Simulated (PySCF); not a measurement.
**A diatomic session: YBr**

One table from this session's results is given with a row withheld; the runs are named, their logs left out.

Method: Y def2-TZVPP with ECP28, Br def2-TZVPP, scalar-relativistic core potentials; program: PySCF 2.14.0.

The first run:

The job is set up so:

```yaml
atoms: Y, Br
charge: 0
basis: Y def2-TZVPP with ECP28, Br def2-TZVPP
Hamiltonian: scalar-relativistic core potentials
basis_functions: 104
electrons_treated: 46
masses_in_u: 88.9058, 78.9183
levels: PBE0, PBE, r²SCAN, BHandHLYP, M06, TPSSh, MN15, ωB97M-V, HF, MP2, SCS-MP2, CCSD, CCSD(T)
grid: 80 radial by 434 angular points
occupations: held fixed by the projection of orbital angular momentum
dissociation_limit: Y + Br, each in its ground configuration
starting_distance_in_angstrom: 2.580
values_of_2S_to_try: 0, 2, 4
```

Command:

```
OMP_NUM_THREADS=2 python dia.py task.json out
```

Steps of the session up to this table: The job; The PBE0 curve of the state that the search chose; Excited determinants; PBE (GGA); r²SCAN (meta-GGA); BHandHLYP (global hybrid GGA); M06 (hybrid meta-GGA); TPSSh (hybrid meta-GGA); MN15 (hybrid meta-GGA); ωB97M-V (range-separated hybrid); RHF (mean field); Adding correlation.

One of the session's tables, all rows but one given; the rest of the session is left out.

| level | Re (Å) | ωe (cm⁻¹) | De (eV) |
| --- | --- | --- | --- |
| RHF | 2.619 | 252.5 | 3.69 |
| RHF-MP2 | 2.552 | 269.4 | 5.05 |
| RHF-SCS-MP2 | 2.568 | 264.8 | 4.90 |
| RHF-CCSD | 2.576 | 263.2 | 4.68 |
| RHF-CCSD(T) | ? | ? | ? |
| PBE | 2.540 | 266.1 | 4.71 |
| r²SCAN | 2.542 | 270.6 | 4.58 |
| TPSSh | 2.549 | 267.4 | 4.65 |
| PBE0 | 2.538 | 270.3 | 4.63 |
| M06 | 2.537 | 273.1 | 4.61 |
| MN15 | 2.539 | 268.7 | 4.65 |
| BHandHLYP | 2.564 | 264.8 | 4.42 |
| ωB97M-V | 2.556 | 266.3 | 4.69 |

Estimate the missing values for RHF-CCSD(T).

As computed: Re (Å): 2.571; ωe (cm⁻¹): 264.5; De (eV): 4.81. In the column «Re (Å)» it lies between RHF-SCS-MP2 (2.568) and RHF-CCSD (2.576).
